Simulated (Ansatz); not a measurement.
# SiRu (triplet): geometry and frequencies at several levels

Wanted for SiRu (triplet): geometry and frequencies at several levels. Spin multiplicity 3.

Program: Ansatz 0.2.0. Level of theory: the levels named in each step. These are calculated values, not measurements.

## (1) The system as given

Bond lengths: Si1–Ru2 2.247 Å.

As a file:

```xyz
2

Si    0.0000    0.0000    0.0000
Ru    0.0000    0.0000    2.2474
```

## (2) A rough first relaxation, PBE-D4/def2-SVP

Contents of input.yaml:

```yaml
crystal:
  periodic: [false, false, false]
  atoms:
    - { symbol: Si, position_ang: [0.0, 0.0, 0.0] }
    - { symbol: Ru, position_ang: [0.0, 0.0, 2.24743] }
magnetization:
  spin_polarized: true
  initial_magnetization: 2
basis:
  gaussian: { orbitals: def2-SVP }
hamiltonian:
  xc: pbe
  dispersion: d4
relax:
  f_tol: 0.03
  max_steps: 200
```

Started as:

```sh
$ ansatz run input.yaml --threads 1 --pin off --max-ram 2560MiB --backend cpu --events-out ev --progress --plain --runs-dir out
```

Further steps of the session: Relaxation, HF/def2-SVP; Frequencies, HF/def2-SVP; Relaxation, LDA/def2-SVP; Frequencies, LDA/def2-SVP; Relaxation, PBE-D4/def2-SVP; Frequencies, PBE-D4/def2-SVP.

Q: Predict the outcome of this session. Wanted: Si1–Ru2 at PBE-D4/def2-SVP; frequencies at PBE-D4/def2-SVP.

**Answer**, as computed:

| quantity | value |
| --- | --- |
| Si1–Ru2 at PBE-D4/def2-SVP | 2.113 Å |
| frequencies at PBE-D4/def2-SVP | 506 cm⁻¹ |

What this shows: The Si–Ru distance spreads over 0.402 Å, from LDA/def2-SVP (shortest) to HF/def2-SVP. No mode is imaginary, so the geometry is a minimum. <S²> exceeds the pure value by up to 2.36: some mean fields break spin symmetry, which blurs their results. Heavy atoms carry effective core potentials in def2 sets, and spin-orbit coupling is left out.
